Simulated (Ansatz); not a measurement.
# TiRh: how the settings move a single-point run

How sensitive is a single-point run of TiRh to its settings? A reference run comes first, then one run with altered input.

Computed with Ansatz 0.2.0 (reference: DFT, PBEsol, PAW with Ansatz's default frozen-core files, fully relativistic files with spin-orbit coupling; levels and slopes on a fine mesh, unless a step's input says otherwise).

## Step 1: The structure to begin with

Symmetry: Pm-3m, No. 221, cubic system. Conventional cell: a = 3.072 Å, b = 3.072 Å, c = 3.072 Å, α = 90.00°, β = 90.00°, γ = 90.00°. Around Ti (site symmetry m-3m) lie 8 Rh at 2.66 Å. Around Rh (site symmetry m-3m) lie 8 Ti at 2.66 Å.

Coordinates:

```
CELL_PARAMETERS angstrom
3.07198 0.00000 0.00000
0.00000 3.07198 0.00000
0.00000 0.00000 3.07198
ATOMIC_POSITIONS crystal
Ti 0.50000 0.50000 0.50000
Rh 0.00000 0.00000 0.00000
```

## Step 2: Baseline

input.yaml reads:

```yaml
crystal:
  lattice:
    - [3.07198114591, 0.0, 0.0]
    - [0.0, 3.07198114591, 0.0]
    - [0.0, 0.0, 3.07198114591]
  atoms:
    - { symbol: Ti, position: [0.5, 0.5, 0.5] }
    - { symbol: Rh, position: [0.0, 0.0, 0.0] }
kpoints:
  mp_grid: { grid: [10, 10, 10] }
scf:
  occupations: { method: fermi_dirac, width: 0.1 }
hamiltonian:
  xc: pbesol
  pseudopotentials: { kind: paw_fr }
magnetization:
  noncollinear: true
  spin_orbit: true
output:
  forces: true
  stress: true
  eigenvalues: true
  eigenstates:
    nscf_kmesh: { grid: [14, 14, 14] }
    de_dk: true
    e_range: [-14, 14]
checkpoint:
  write: ck
  write_wavefunctions: false
```

Command:

```
$ ansatz run input.yaml --threads 1 --pin off --max-ram 3072MiB --backend cpu --events-out ev --progress --plain --runs-dir out
```

## Step 3: Variant: mp_grid.shift [0.5, 0.5, 0.5], hubbard.sites [{species: Ti, l: d, u_eff: 4.0}], hubbard.double_counting fll, xc_grid 4

input.yaml, as its differences from that of step 2:

```diff
@@ -9,3 +9,3 @@
 kpoints:
-  mp_grid: { grid: [10, 10, 10] }
+  mp_grid: { grid: [10, 10, 10], shift: [0.5, 0.5, 0.5] }
 scf:
@@ -15,2 +15,3 @@
   pseudopotentials: { kind: paw_fr }
+  hubbard: { sites: [{ species: Ti, l: d, u_eff: 4.0 }], double_counting: fll }
 magnetization:
@@ -29 +30,3 @@
   write_wavefunctions: false
+basis:
+  xc_grid: 4
```

Q: Predict the outcome of this session. Wanted: for each run, ending; energy change; pressure; gap; force.

**Answer**, as computed:

| run | ending | energy change | pressure (GPa) | gap (eV) | force (eV/Å) | cycles | time |
| --- | --- | --- | --- | --- | --- | --- | --- |
| reference | converged | 0 | 0.0 | 0.00 | 0.00 | - | 40 s |
| 1: mp_grid.shift [0.5, 0.5, 0.5], hubbard.sites [{species: Ti, l: d, u_eff: 4.0}], hubbard.double_counting fll, xc_grid 4 | converged | +1.99 eV/atom (U changed: no physical gain or loss) | 5.8 | 0.00 | 0.00 | 15 | 45 s |

Residual by cycle in the longest SCF loop of each run; runs are numbered as in the table. The quantity is the density residual dr2, in eV.

| cycle | reference | run 1 |
| --- | --- | --- |
| 1 | 65.1 | 31.9 |
| 2 | 4.14 | 1.5 |
| 4 | 0.0366 | 0.0159 |
| 5 | 0.347 | 0.0302 |
| 6 | 0.0273 | 0.0273 |
| 7 | 1.3e-5 | 0.00741 |
| 9 | 7.2e-8 | 4.4e-6 |
| 10 | 1.9e-9 | 4.6e-7 |
| 11 | 1.2e-11 | 2.6e-8 |
| 12 | 7.9e-15 | 6.5e-10 |
| 14 | - | 1.0e-11 |
| 15 | - | 2.2e-12 |

Changing the k-point mesh, Hubbard U and numerical grids moves the energy by +1.99 eV/atom, and the pressure goes from 0.0 to 5.8 GPa. The U term adds an energy of its own, so the shift says nothing about which run is better. A changed U is a change of model: its shifts are not errors of convergence.
